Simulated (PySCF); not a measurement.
# C6H10BP: NMR shifts at several levels of theory, part 2 of 2

PySCF 2.14.0. Atoms count from 0. The steps go on from the part before.

### Step 7. Shielding tensors: KT3/pcSseg-1

What the job is given:

```
{"job": {"kind": "nmr", "xc": "KT3", "basis": "pcSseg-1", "pop": false}, "charge": 0, "multiplicity": 1}
B      2.925234     0.627561     0.272051
P      1.685065    -0.770689    -0.154022
C     -0.084745    -0.374391    -0.076103
C     -0.786681    -0.521490     1.125297
C     -2.124105    -0.139848     1.202402
C     -2.765562     0.395349     0.086423
C     -2.066499     0.551611    -1.109596
C     -0.729040     0.171670    -1.191784
H      2.638113     0.925381     1.422087
H      4.024338     0.111583     0.136961
H      2.666185     1.496640    -0.547697
H      1.809319    -1.342425    -1.445169
H      1.766602    -1.943689     0.637692
H     -0.289803    -0.934428     2.007309
H     -2.667883    -0.260537     2.142068
H     -3.814661     0.693368     0.149454
H     -2.564761     0.973081    -1.985586
H     -0.186143     0.303043    -2.131617
```

Method: GIAO KT3/pcSseg-1 NMR shielding, non-relativistic, gas phase.

The program printed:

```text
coarse grid: 15432 points
cycle   1  E = -607.5830971575  dE =  8.481e-01  |g| = 5.634e-01  |ddm| = 4.125e+00
cycle   2  E = -607.4737120356  dE =  1.094e-01  |g| = 7.989e-01  |ddm| = 1.965e+00
cycle   3  E = -607.6909843045  dE = -2.173e-01  |g| = 1.020e-01  |ddm| = 1.306e+00
cycle   4  E = -607.6924603095  dE = -1.476e-03  |g| = 7.872e-02  |ddm| = 2.126e-01
cycle   5  E = -607.6942964642  dE = -1.836e-03  |g| = 1.678e-02  |ddm| = 9.719e-02
cycle   6  E = -607.6943736383  dE = -7.717e-05  |g| = 4.951e-03  |ddm| = 2.634e-02
cycle   7  E = -607.6943807814  dE = -7.143e-06  |g| = 1.338e-03  |ddm| = 6.798e-03
final grid: 144104 points
cycle   8  E = -607.7117437898  dE = -2.012e-04  |g| = 8.632e-03  |ddm| = 1.195e-01
cycle   9  E = -607.7117321599  dE =  1.163e-05  |g| = 8.608e-03  |ddm| = 1.581e-02
cycle  10  E = -607.7117489857  dE = -1.683e-05  |g| = 4.012e-03  |ddm| = 1.517e-02
cycle  11  E = -607.7117529588  dE = -3.973e-06  |g| = 1.654e-03  |ddm| = 5.648e-03
cycle  12  E = -607.7117538246  dE = -8.659e-07  |g| = 1.005e-04  |ddm| = 1.881e-03
cycle  13  E = -607.7117538265  dE = -1.856e-09  |g| = 6.598e-05  |ddm| = 1.901e-04
cycle  14  E = -607.7117538277  dE = -1.170e-09  |g| = 1.440e-05  |ddm| = 7.579e-05
cycle  15  E = -607.7117538277  dE = -5.093e-11  |g| = 4.645e-06  |ddm| = 2.157e-05
converged SCF energy = -607.7117538277

GIAO shielding tensors (ppm)
atom      isotropic    diamagn.    paramagn.     s11        s22        s33       span
  0 B      144.673     191.312     -46.639    140.435    141.205    152.379     11.944
  1 P      382.144     970.406    -588.262    329.057    349.366    468.008    138.950
  2 C       61.751     267.212    -205.462    -24.156     42.301    167.107    191.263
  3 C       57.282     252.069    -194.786    -43.722     50.554    165.015    208.737
  4 C       59.632     252.610    -192.978    -40.089     48.817    170.169    210.259
  5 C       58.640     252.498    -193.858    -41.397     45.190    172.125    213.522
  6 C       59.615     252.655    -193.040    -40.196     48.840    170.201    210.397
  7 C       57.209     252.251    -195.043    -43.863     50.241    165.248    209.112
  8 H       30.072      29.041       1.032     26.589     29.794     33.834      7.245
  9 H       30.210      27.745       2.464     27.393     27.780     35.456      8.063
 10 H       30.071      29.081       0.991     26.563     29.832     33.819      7.256
 11 H       25.875      29.897      -4.022     21.392     24.966     31.266      9.874
 12 H       25.888      29.879      -3.990     21.400     24.988     31.278      9.877
 13 H       24.075      33.538      -9.463     20.248     23.205     28.772      8.524
 14 H       24.100      30.152      -6.052     20.771     24.761     26.769      5.997
 15 H       24.090      29.167      -5.076     20.912     24.956     26.402      5.490
 16 H       24.093      30.268      -6.175     20.771     24.746     26.763      5.992
 17 H       24.073      33.646      -9.573     20.237     23.182     28.799      8.562
```

Run time: 40 s. Hardware: 1 thread of Arm Neoverse V1, shared host; peak memory 0.99 GiB.

Key values: δ C3 125.1, C5 123.7, C4 122.7, C2 120.6, H13 7.25, H15 7.23 ppm (means over like atoms).

### Step 8. Shielding tensors: B97-2/pcSseg-1

Settings changed since step 7:

```diff
@@ -1,2 +1,2 @@
-{"job": {"kind": "nmr", "xc": "KT3", "basis": "pcSseg-1", "pop": false}, "charge": 0, "multiplicity": 1}
+{"job": {"kind": "nmr", "xc": "B97-2", "basis": "pcSseg-1", "pop": false}, "charge": 0, "multiplicity": 1}
 B      2.925234     0.627561     0.272051
```

Method: GIAO B97-2/pcSseg-1 NMR shielding, non-relativistic, gas phase.

The program printed:

```text
coarse grid: 15432 points
cycle   1  E = -600.6168769272  dE =  1.029e+00  |g| = 4.442e-01  |ddm| = 3.992e+00
cycle   2  E = -600.6083810834  dE =  8.496e-03  |g| = 4.850e-01  |ddm| = 1.339e+00
cycle   3  E = -600.6837809377  dE = -7.540e-02  |g| = 6.362e-02  |ddm| = 6.932e-01
cycle   4  E = -600.6843761080  dE = -5.952e-04  |g| = 4.569e-02  |ddm| = 1.125e-01
cycle   5  E = -600.6849674298  dE = -5.913e-04  |g| = 7.516e-03  |ddm| = 4.944e-02
cycle   6  E = -600.6849822911  dE = -1.486e-05  |g| = 2.171e-03  |ddm| = 1.110e-02
cycle   7  E = -600.6849835653  dE = -1.274e-06  |g| = 3.849e-04  |ddm| = 2.385e-03
final grid: 144104 points
cycle   8  E = -600.7210497605  dE = -5.840e-05  |g| = 2.781e-03  |ddm| = 4.947e-02
cycle   9  E = -600.7210498739  dE = -1.134e-07  |g| = 2.462e-03  |ddm| = 6.042e-03
cycle  10  E = -600.7210516990  dE = -1.825e-06  |g| = 6.548e-04  |ddm| = 3.679e-03
cycle  11  E = -600.7210517730  dE = -7.400e-08  |g| = 4.139e-04  |ddm| = 1.090e-03
cycle  12  E = -600.7210518220  dE = -4.899e-08  |g| = 2.951e-05  |ddm| = 4.224e-04
cycle  13  E = -600.7210518222  dE = -1.695e-10  |g| = 1.786e-05  |ddm| = 5.338e-05
converged SCF energy = -600.7210518222

GIAO shielding tensors (ppm)
atom      isotropic    diamagn.    paramagn.     s11        s22        s33       span
  0 B      146.085     189.076     -42.990    141.612    142.930    153.715     12.102
  1 P      369.781     968.252    -598.471    316.236    336.976    456.131    139.895
  2 C       54.976     267.865    -212.889    -39.563     33.036    171.454    211.017
  3 C       49.579     253.191    -203.612    -59.927     39.740    168.923    228.849
  4 C       52.140     254.020    -201.881    -55.961     37.777    174.603    230.563
  5 C       50.634     254.153    -203.519    -57.899     33.620    176.181    234.080
  6 C       52.116     254.039    -201.924    -56.080     37.798    174.630    230.710
  7 C       49.495     253.328    -203.833    -60.073     39.418    169.142    229.215
  8 H       30.151      28.614       1.536     26.527     29.853     34.072      7.545
  9 H       30.298      27.846       2.452     27.359     27.794     35.740      8.381
 10 H       30.150      28.641       1.509     26.502     29.892     34.057      7.554
 11 H       25.936      29.729      -3.794     21.359     24.998     31.450     10.091
 12 H       25.947      29.721      -3.774     21.360     25.019     31.462     10.101
 13 H       23.886      33.082      -9.196     19.963     22.789     28.905      8.943
 14 H       23.905      29.861      -5.956     20.492     24.394     26.829      6.337
 15 H       23.877      28.880      -5.003     20.622     24.541     26.468      5.846
 16 H       23.898      29.972      -6.074     20.491     24.378     26.824      6.332
 17 H       23.884      33.183      -9.299     19.952     22.766     28.934      8.981
```

Wall time 23 s (1 thread of Arm Neoverse V1, shared host); peak memory 1.1 GiB.

Key values: δ C3 134.2, C5 133.1, C4 131.6, C2 128.7, H15 7.50, H13 7.49 ppm (means over like atoms).

### Step 9. Comparing the runs: NMR shifts

Shifts (ppm) of some atoms, chosen among heavy atoms and hydrogens apart, means over like atoms, with basis size and wall time (the measured row can stand on another reference than the computed rows):

| run | C3 | C5 | C4 | C2 | H15 | H14 | P1 | functions | time |
| --- | --- | --- | --- | --- | --- | --- | --- | --- | --- |
| BLYP/pcSseg-1 | 135.1 | 134.0 | 133.1 | 132.5 | 7.31 | 7.30 | -44.8 | 193 | 39 s |
| OPBE/pcSseg-1 | 129.0 | 127.8 | 126.7 | 123.4 | 7.52 | 7.52 | -55.9 | 193 | 40 s |
| wB97X-D/pcSseg-1 | 138.6 | 137.6 | 135.8 | 132.4 | 7.60 | 7.56 | -61.2 | 193 | 34 s |
| BP86/pcSseg-1 | 134.4 | 133.2 | 132.4 | 131.1 | 7.42 | 7.41 | -55.2 | 193 | 38 s |
| KT3/pcSseg-1 | 125.1 | 123.7 | 122.7 | 120.6 | 7.23 | 7.22 | -49.8 | 193 | 40 s |
| B97-2/pcSseg-1 | 134.2 | 133.1 | 131.6 | 128.7 | 7.50 | 7.47 | -53.6 | 193 | 23 s |
| measured | – | – | – | – | – | – | -49.3 | – | – |

Measured: O. Kühl, Phosphorus-31 NMR Spectroscopy, Springer 2008, chapter 6 (publisher's sample).

### Step 10. What came out

What follows sums up all 2 parts.

| quantity | value |
| --- | --- |
| point group | Cs |
| rotational constants (main isotopes) | 4.00, 1.02, 0.91 GHz |
| 13C shifts against TMS (BLYP/pcSseg-1, means over atoms taken as alike) | 135.1, 134.0, 133.1, 132.5 ppm |
| 1H shifts against TMS (BLYP/pcSseg-1, means over atoms taken as alike) | 7.32, 7.31, 7.30, 5.47, 1.24 ppm |
| 11B shifts against BF3·OEt2 (BLYP/pcSseg-1) | -45.3 ppm |
| 31P shifts against H3PO4 (BLYP/pcSseg-1) | -44.8 ppm |
| measured, and computed on the same scale | P1 δ -49.3, -44.8 ppm |
| range of the shift of P1 | -61.2 to -44.8 ppm |

In words: Single values in the summary come from the first run of each kind that ended normally (BLYP/pcSseg-1), which need not be the best level. Relaxing lowered the energy by 0.227 eV in 7 steps; the close pair that moved most is B0–H9, from 1.159 to 1.222 Å. No frequency check was run at this level, so the end point may be a saddle. The one measured 31P shift is missed by +4.5 ppm (computed less measured, unscaled). Vibration, temperature and solvent are missing from the calculation, and it holds one conformer, so part of the miss against the measured shifts is not the functional's. NICS(1)zz of -27 ppm above the planar ring from C2 marks a diatropic (aromatic) ring current. In ppm, P1 moves most: its shift spreads over 16.3 ppm, from -61.2 (wB97X-D/pcSseg-1) to -44.8 (BLYP/pcSseg-1). For the one measured 31P shift, KT3/pcSseg-1 misses least (0.49 ppm, 40 s) and wB97X-D/pcSseg-1 most (11.86 ppm, 34 s); the quickest, B97-2/pcSseg-1, misses by 4.30 ppm in 23 s. One molecule ranks no method: errors cancel, and vibration and temperature are missing from all runs.
